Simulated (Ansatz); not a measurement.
**CCSD/cc-pVDZ run of GeH4O2 (SMILES [OH][GeH2][OH])**

Aim: the energy change on altering one bond length of GeH4O2 at CCSD/cc-pVDZ, from 2 runs. 

The results are computed with Ansatz 0.2.0.

53 further runs of the same task are left out: 53 set aside as unsound or not needed.

**1. The system as given**

The species is GeH4O2 (7 atoms), meant as a singlet with charge 0. As SMILES, `[OH][GeH2][OH]`. The shape is that of a PBE0-D4/def2-TZVP optimisation. This is one conformer, not always the lowest.

Bond lengths: O1–Ge2 1.776 Å, Ge2–O3 1.773 Å, O1–H4 0.959 Å, Ge2–H5 1.543 Å, Ge2–H6 1.525 Å, O3–H7 0.959 Å. Angles: O1–Ge2–O3 110.8°, O1–Ge2–H5 108.6°, O1–Ge2–H6 106.6°, O3–Ge2–H5 109.7°, O3–Ge2–H6 104.9°, Ge2–O1–H4 113.3°, Ge2–O3–H7 113.6°, H5–Ge2–H6 116.1°.

**2. The energy at CCSD/cc-pVDZ**

Contents of input.yaml:

```yaml
crystal:
  periodic: [false, false, false]
  atoms:
    - {symbol: O, position_ang: [-1.491300, -0.416000, -0.173900]}
    - {symbol: Ge, position_ang: [0.023500, 0.377000, 0.305300]}
    - {symbol: O, position_ang: [1.347400, -0.798900, 0.400600]}
    - {symbol: H, position_ang: [-1.634900, -0.418700, -1.122100]}
    - {symbol: H, position_ang: [0.363400, 1.460500, -0.739100]}
    - {symbol: H, position_ang: [-0.172500, 0.863100, 1.737300]}
    - {symbol: H, position_ang: [1.625600, -1.135200, -0.453800]}
basis:
  gaussian:
    orbitals: cc-pVDZ
scf:
  omitted_lower_state_checks: [cluster_reference, increment]
correlation:
  method: ccsd
  frozen_orbitals: {Ge: 9, H: 0, O: 1}
accuracy: high
```

On the command line:

```
$ ansatz run input.yaml --threads 1 --pin off --max-ram 3480MiB --events-out events.jsonl --progress --plain --runs-dir runs
```

Output:

```text
Warning: RAYON_NUM_THREADS=1 ignored (pool sized by the plan → 1); use --threads N
Functional definition: HF
  name "HF"
  exchange = exact_x
  correlation = 0
these checks for a lower state are left out or cut short: cluster_reference, increment
1673 factors; integrals over basis functions are off by at most 4.6e-9 eV
mean field evaluation 1: about -60607.7620 eV, gradient 4.4e1 eV
mean field evaluation 2: about -60607.7762 eV, gradient 4.4e1 eV
mean field evaluation 4: about -60611.4930 eV, gradient 2.3e0 eV
mean field evaluation 8: about -60611.5124 eV, gradient 9.8e-2 eV
mean field -60611.51252022 eV, -2227.4320011592 hartree, gradient 2.7e-8 eV, S^2 0.000000; 0 other end points of the search recorded, 0 dependent functions left out
11 core orbitals not correlated: weight in the atoms' cores, before any rotation towards them, 1.000 or more for the frozen orbitals, at most 0.000 for the correlated occupied ones
reference -60611.51252022 eV, -2227.4320011592 hartree; 15, 15 occupied and 49, 49 virtual orbitals, 1673 factors
second order -13.59934516 eV of doubles, -0.00000000 eV of singles
cycle   1  -13.79331194 eV  change   -1.9e-1 eV  update   8.9e-2
cycle   2  -14.15032104 eV  change   -3.6e-1 eV  update   2.6e-2
cycle   3  -14.24844056 eV  change   -9.8e-2 eV  update   1.4e-2
cycle   4  -14.24209377 eV  change    6.3e-3 eV  update   3.1e-3
cycle   5  -14.24145910 eV  change    6.3e-4 eV  update   1.4e-3
cycle   6  -14.24187012 eV  change   -4.1e-4 eV  update   4.1e-4
cycle   7  -14.24166510 eV  change    2.1e-4 eV  update   1.5e-4
cycle   8  -14.24160245 eV  change    6.3e-5 eV  update   3.9e-5
cycle   9  -14.24160962 eV  change   -7.2e-6 eV  update   1.4e-5
cycle  10  -14.24160971 eV  change   -9.3e-8 eV  update   4.9e-6
cycle  11  -14.24160915 eV  change    5.6e-7 eV  update   1.8e-6
cycle  12  -14.24161109 eV  change   -1.9e-6 eV  update   6.6e-7
cycle  13  -14.24161131 eV  change   -2.2e-7 eV  update   2.2e-7
cycle  14  -14.24161153 eV  change   -2.2e-7 eV  update   8.2e-8
cycle  15  -14.24161157 eV  change   -3.3e-8 eV  update   3.7e-8
cycle  16  -14.24161158 eV  change   -1.5e-8 eV  update   2.3e-8
cycle  17  -14.24161123 eV  change    3.6e-7 eV  update   9.7e-8
cycle  18  -14.24161124 eV  change   -8.4e-9 eV  update   2.3e-8
cycle  19  -14.24161122 eV  change    2.0e-8 eV  update   6.8e-9
cycle  20  -14.24161121 eV  change    3.7e-9 eV  update   2.5e-9
cycle  21  -14.24161121 eV  change   5.1e-10 eV  update  8.4e-10
Total energy: -60625.75413143 eV, -2227.9553707179 hartree
Checks for a lower state left out: cluster_reference, increment
```

Wall time 9.6 s (1 thread of Arm Neoverse V2, shared host); peak memory 0.34 GiB.

**3. The distorted shape at the same level**

Contents of job.yaml:

```yaml
crystal:
  periodic: [false, false, false]
  atoms:
    - {symbol: O, position_ang: [-1.376424, -0.413840, 0.584632]}
    - {symbol: Ge, position_ang: [0.138376, 0.379160, 1.063832]}
    - {symbol: O, position_ang: [1.462276, -0.796740, 1.159132]}
    - {symbol: H, position_ang: [-1.634900, -0.418700, -1.122100]}
    - {symbol: H, position_ang: [0.478276, 1.462660, 0.019432]}
    - {symbol: H, position_ang: [-0.057624, 0.865260, 2.495832]}
    - {symbol: H, position_ang: [1.740476, -1.133040, 0.304732]}
basis:
  gaussian: {orbitals: cc-pVDZ}
correlation: {method: ccsd, frozen_orbitals: {Ge: 9, H: 0, O: 1}}
accuracy: high
scf: {omitted_lower_state_checks: [cluster_reference, increment]}
```

On the command line:

```
$ ansatz run job.yaml --threads 1 --pin off --max-ram 3480MiB --events-out events.jsonl --progress --plain --runs-dir runs
```

Output:

```text
Warning: RAYON_NUM_THREADS=1 ignored (pool sized by the plan → 1); use --threads N
[... 4 set-up lines as earlier in the session ...]
these checks for a lower state are left out or cut short: cluster_reference, increment
1673 factors; integrals over basis functions are off by at most 4.5e-9 eV
mean field evaluation 1: about -60600.9046 eV, gradient 4.9e1 eV
mean field evaluation 2: about -60600.9442 eV, gradient 5.0e1 eV
mean field evaluation 4: about -60606.6248 eV, gradient 5.0e0 eV
mean field evaluation 8: about -60606.7553 eV, gradient 8.1e-1 eV
mean field evaluation 16: about -60606.7606 eV, gradient 4.6e-7 eV
mean field -60606.76059102 eV, -2227.2573709823 hartree, gradient 1.5e-8 eV, S^2 0.000000; 0 other end points of the search recorded, 0 dependent functions left out; unrestricted orbitals would lower it
11 core orbitals not correlated: weight in the atoms' cores, before any rotation towards them, 1.000 or more for the frozen orbitals, at most 0.000 for the correlated occupied ones
reference -60606.76059102 eV, -2227.2573709823 hartree; 15, 15 occupied and 49, 49 virtual orbitals, 1673 factors
second order -14.45609131 eV of doubles, -0.00000000 eV of singles
cycle   1  -14.45042434 eV  change    5.7e-3 eV  update   1.2e-1
cycle   2  -15.01969524 eV  change   -5.7e-1 eV  update   4.8e-2
cycle   3  -15.24182920 eV  change   -2.2e-1 eV  update   2.7e-2
cycle   4  -15.23017438 eV  change    1.2e-2 eV  update   7.8e-3
cycle   5  -15.23386040 eV  change   -3.7e-3 eV  update   4.5e-3
cycle   6  -15.23709532 eV  change   -3.2e-3 eV  update   2.6e-3
cycle   7  -15.23711520 eV  change   -2.0e-5 eV  update   1.7e-3
cycle   8  -15.23683325 eV  change    2.8e-4 eV  update   8.4e-4
cycle   9  -15.23714713 eV  change   -3.1e-4 eV  update   3.8e-4
cycle  10  -15.23726950 eV  change   -1.2e-4 eV  update   1.3e-4
cycle  11  -15.23711819 eV  change    1.5e-4 eV  update   7.5e-5
cycle  12  -15.23716779 eV  change   -5.0e-5 eV  update   4.2e-5
cycle  13  -15.23715952 eV  change    8.3e-6 eV  update   2.6e-5
cycle  14  -15.23717553 eV  change   -1.6e-5 eV  update   1.9e-5
cycle  15  -15.23718347 eV  change   -7.9e-6 eV  update   1.3e-5
cycle  16  -15.23717578 eV  change    7.7e-6 eV  update   6.8e-6
cycle  17  -15.23717833 eV  change   -2.6e-6 eV  update   3.2e-6
cycle  18  -15.23717947 eV  change   -1.1e-6 eV  update   1.2e-6
cycle  19  -15.23718013 eV  change   -6.6e-7 eV  update   7.1e-7
cycle  20  -15.23718058 eV  change   -4.5e-7 eV  update   4.6e-7
cycle  21  -15.23718066 eV  change   -7.6e-8 eV  update   3.2e-7
cycle  22  -15.23718040 eV  change    2.6e-7 eV  update   1.7e-7
cycle  23  -15.23718043 eV  change   -3.0e-8 eV  update   9.0e-8
cycle  24  -15.23718046 eV  change   -2.9e-8 eV  update   5.6e-8
cycle  25  -15.23718046 eV  change   -4.2e-9 eV  update   3.7e-8
cycle  26  -15.23718084 eV  change   -3.7e-7 eV  update   2.0e-7
cycle  27  -15.23718095 eV  change   -1.1e-7 eV  update   8.3e-8
cycle  28  -15.23718105 eV  change   -1.0e-7 eV  update   4.0e-8
cycle  29  -15.23718110 eV  change   -5.3e-8 eV  update   1.7e-8
cycle  30  -15.23718111 eV  change   -1.1e-8 eV  update   7.7e-9
cycle  31  -15.23718112 eV  change   -4.4e-9 eV  update   4.2e-9
cycle  32  -15.23718112 eV  change  -5.4e-10 eV  update   2.8e-9
Total energy: -60621.99777214 eV, -2227.8173270602 hartree
Checks for a lower state left out: cluster_reference, increment
```

Wall time 13 s (1 thread of Arm Neoverse V2, shared host); peak memory 0.34 GiB.

**4. Outcome**

Level: CCSD/cc-pVDZ, 11 core orbitals frozen.

| quantity | value |
| --- | --- |
| first shape: total energy | -2227.95537 Eh |
| first shape: correlation energy (11 core orbitals frozen) | -523.4 mEh |
| first shape: T1 diagnostic | 0.011 |
| distorted shape: total energy | -2227.81733 Eh |
| distorted shape: correlation energy (11 core orbitals frozen) | -560.0 mEh |
| distorted shape: T1 diagnostic | 0.016 |
| energy change with the O1–H4 bond stretched from 0.959 to 1.726 Å | 3.756 eV |

In words: One bond (distorted shape) is far stretched, which a spin-restricted single reference describes badly; a broken-symmetry solution may lie lower. With the O1–H4 bond stretched from 0.959 to 1.726 Å the energy rises by 3.76 eV (362 kJ/mol). The first shape isn't relaxed at this level, so the change isn't measured from a minimum. A restricted reference can't describe the breaking bond well at this length. The restricted solution (distorted shape) is unstable to spin breaking: an unrestricted one lies lower.
